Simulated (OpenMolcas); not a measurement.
# Gd²⁺ among point charges: CASSCF levels and susceptibility

How does a field of 2 point charges split the states of Gd²⁺, and what χT follows?

The numbers are computed with OpenMolcas 26.06 (state-averaged CASSCF, spin-orbit coupling by RASSI with atomic mean-field integrals), except any that are marked as measured or tabulated.

### 1 What is computed

```
Species                           : Gd²⁺ (gadolinium, Z = 64, 62 electrons)
Basis                             : ANO-RCC-VDZP [7s6p4d2f1g], 68 functions
Scalar Hamiltonian                : DKH2, point nucleus
Inactive shells                   : 1s 2s 2p 3s 3p 3d 4s 4p 4d 5s 5p
Active space                      : 8 electrons in 7 orbitals (4f)
Some configurations of this space : 4f8
Orbitals                          : optimised for the highest spin of each parity, averaged over all roots
```

The outer shells:

4f8
```
4f [↑↓][↑ ][↑ ][↑ ][↑ ][↑ ][↑ ]
```

The ion sits among 2 point charges of -0.5 e arranged as a linear pair (D∞h), 3.27 Å from the ion.

The work runs as a chain of OpenMolcas steps in one folder; each step below is one input file. Labels, J, g values, rates, χT and fits are worked out afterwards by a script from the matrices that RASSI stores. The input lists half of the charges; inversion (Group=XYZ) makes the rest.

### 2 Basis and integrals

The input, a.inp:

```
&GATEWAY
Coord
1

Gd 0.0 0.0 0.0
Basis=ANO-RCC-VDZP
Group=XYZ
NoMove
AngMom=0.0 0.0 0.0
AMFI
XField
1 Angstrom 0
0.000000 0.000000 3.270000 -0.500000
&SEWARD
```

Command:

```console
> OMP_NUM_THREADS=1 MOLCAS_MEM=2252 MOLCAS_PROJECT=a pymolcas a.inp > a.log
```

### 3 Reference wave functions, septets of even parity, 7 roots

The input, a.inp:

```
&RASSCF
FileOrb=start.orb
Symmetry=1
Spin=7
nActEl=8 0 0
Inactive=15 12
Ras2=0 7
CIRoot=7 7 1
SDav=7
CIMx=300
Iter=120 100
PrWF=0.3
OrbListing=Nothing
MaxOrb=0
>>> COPY $Project.JobIph JOB001
```

start.orb holds the contracted functions of the basis, ordered by shell, or the orbitals of the step before.

### 4 Reference wave functions, quintets of even parity, 140 roots

The input, a.inp:

```
&RASSCF
FileOrb=start.orb
Symmetry=1
Spin=5
nActEl=8 0 0
Inactive=15 12
Ras2=0 7
CIRoot=140 140 1
SDav=140
CIMx=300
Iter=120 100
PrWF=0.3
OrbListing=Nothing
MaxOrb=0
CIOnly
>>> COPY $Project.JobIph JOB002
```

### 5 Reference wave functions, triplets of even parity, 162 roots

The input, a.inp:

```
&RASSCF
FileOrb=start.orb
Symmetry=1
Spin=3
nActEl=8 0 0
Inactive=15 12
Ras2=0 7
CIRoot=162 162 1
SDav=588
CIMx=300
Iter=120 100
PrWF=0.3
OrbListing=Nothing
MaxOrb=0
CIOnly
>>> COPY $Project.JobIph JOB003
```

### 6 RASSI: spin-orbit coupling between the states

The input, a.inp:

```
&RASSI
NrOfJobIphs=3 7 77 26
1 2 3 4 5 6 7
1 2 3 4 5 6 7 8 9 10 11 12 13 14 15 16 17 18 19 20 21 22 23 24 25 26 27
28 29 30 31 32 33 34 35 36 37 38 39 40 41 42 43 44 45 46 47 48 49 50 51
52 53 54 55 56 57 58 59 60 61 62 63 64 65 66 67 68 69 70 71 72 73 74 75
76 77
1 2 3 4 5 6 7 8 9 10 11 12 13 14 15 16 17 18 19 20 21 22 23 24 25 26
IphNames
JOB001
JOB002
JOB003
EJob
SpinOrbit
DIPRint=1.0
SOCoupling=1000.0
Subsets=2
Property=9
'ANGMOM' 1 'ANGMOM' 2 'ANGMOM' 3 'MLTPL  1' 1 'MLTPL  1' 2 'MLTPL  1' 3
'AMFI' 1 'AMFI' 2 'AMFI' 3
SOProperty=3
'ANGMOM' 1 'ANGMOM' 2 'ANGMOM' 3
```

What does the calculation give? Wanted: spin-free ground state; first state of the same spin within the active space; lowest level; next level.

The runs gave:

| quantity | value |
| --- | --- |
| method | CASSCF |
| spin-free ground state | 7Phi, 2-fold in its orbital part |
| first state of the same spin within the active space | 7Delta at 234 cm⁻¹ |
| lowest level | 2-fold, g = 0.00, 0.00, 17.97 |
| next level | 108.0 cm⁻¹ |
| χT at 300 K | 11.76 cm³ K/mol |
| effective moment at 300 K | 9.70 μB |

**Reading.** The spin-free ground state (7Phi) comes to 100 % from free-ion F terms and keeps the highest spin of the shell. The quintets, triplets rest on orbitals optimised for another spin in at least one step, which raises them against the optimised states. Not all states of the active space went into the spin-orbit step. The free ion's ground configuration, as NIST lists it, lies outside this active space, so the lowest level here need not be the ground level. High states of lower spin are left out of the spin-orbit mixing, and CASSCF puts spin-flip levels too high. Point charges carry no covalency, so the field is a model and not that of real ligands.
